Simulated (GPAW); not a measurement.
Crystal: WSe2.

```
CELL_PARAMETERS angstrom
3.29000 0.00000 0.00000
-1.64500 2.84922 0.00000
0.00000 0.00000 12.97000
ATOMIC_POSITIONS crystal
W 0.33333 0.66667 0.25000
W 0.66667 0.33333 0.75000
Se 0.33333 0.66667 0.62100
Se 0.66667 0.33333 0.12100
Se 0.33333 0.66667 0.87900
Se 0.66667 0.33333 0.37900
```

Base run:

| Item | Value |
| --- | --- |
| Program | GPAW 26.7.0 |
| Functional | GLLB-SC |
| Potentials or basis | the program's PAW data sets (release 1.2.1) made for this functional |
| Cutoff | 600 eV |
| Basis | pw |
| k mesh | 9 × 9 × 2 |
| Occupations | fermi-dirac, width 0.05 eV |
| Spin | no spin polarisation |

Its results: band gap on the k mesh, kohn-sham part alone 1.18 eV, indirect (least direct gap 1.50 eV).

Problem. The run is repeated on the same cell with these changes: k mesh from 9 × 9 × 2 to 6 × 6 × 2. What comes out?

Solution. Band gap on the k mesh, kohn-sham part alone 1.09 eV, indirect (least direct gap 1.50 eV).

Caveats: a model potential gives levels but no total energy; spin-orbit coupling is left out, which moves the levels of the heavy elements; an odd mesh through Γ misses points on the zone boundary, where band edges often lie (some runs).

Not every run made on this cell is shown here.
